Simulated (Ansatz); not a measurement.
# TiHCl+ (quartet): wave-function methods side by side, def2-SVP

An exercise on one series of results from a longer session: the logs are not shown, and one member is left open.

The runs use Ansatz 0.2.0, Gaussian basis; def2-SVP, core rule «outside noble gas», up to 14 orbitals frozen.

The runs, in order: UHF; CCSD(T) on ROHF; CCSD(T) on UHF; CISD as a restricted active space (open shells left free, so some higher excitations enter); CCSDT(Q) on ROHF; CCSDT(Q) on UHF.

32 further runs of the same task are left out: 8 for a known fault of the program, 12 that didn't finish, 12 set aside as unsound or not needed. Runs told in other sessions of the task aren't counted.

## The geometry

The geometry is a PBE0/def2-TZVP stationary point (not a proven minimum) of the parent state, kept for this charge and spin.

3 atoms, charge 1, spin multiplicity 4.

Atoms are counted from 1 here; the program's logs count them from 0.

Bond lengths: Ti1–Cl2 2.255 Å, Ti1–H3 1.805 Å. Angles: Cl2–Ti1–H3 180.0°.

The first run:

The input, in.yaml:

```yaml
crystal:
  periodic: [false, false, false]
  atoms:
    - {symbol: Ti, position_ang: [0.000000, 0.000000, 0.149900]}
    - {symbol: Cl, position_ang: [0.000000, 0.000000, -2.105000]}
    - {symbol: H, position_ang: [0.000000, 0.000000, 1.955100]}
basis:
  gaussian: {orbitals: def2-SVP}
total_charge: 1
magnetization: {spin_polarized: true, initial_magnetization: 3}
hamiltonian: {xc: hf}
output: {orbitals: {seedname: orbitals}}
```

The run is started by

```
> ansatz run in.yaml --threads 1 --pin off --events-out ev --progress --plain --max-ram 2393MiB
```

Steps of the session up to this table: UHF; CCSD(T) on ROHF; CCSD(T) on UHF; CISD as a restricted active space (open shells left free, so some higher excitations enter); CCSDT(Q) on ROHF; CCSDT(Q) on UHF.

One of the session's tables, all rows but one given; the rest of the session is left out.

It belongs to the step «Misses and costs». 

```
   method  from RCCSDT(Q) (kcal/mol)
     ROHF                    +115.76
      UHF                    +113.81
     RMP2                     +16.48
     UMP2                     +14.76
    RCCSD                      +4.98
    UCCSD                      +3.54
 RCCSD(T)                      +1.53
 UCCSD(T)                          ?
   RCCSDT                      +0.47
   UCCSDT                      -0.60
RCCSDT(Q)                          0
UCCSDT(Q)                      -1.11
```

**Question.** Estimate the row for UCCSD(T).

The run gave: from RCCSDT(Q) (kcal/mol): +0.15. In the column «from RCCSDT(Q) (kcal/mol)» it lies between RCCSDT(Q) (0) and RCCSDT (+0.47).

Not comparable, so not listed: CISD as a restricted active space (open shells left free, so some higher excitations enter) (they don't share determinant, frozen orbitals or solution with the rows shown, or repeat one).

Caveats from the session: Restricted and unrestricted rows rest on different reference determinants; a gap between their highest levels can come from leftover correlation error, from unlike frozen cores or from another state.
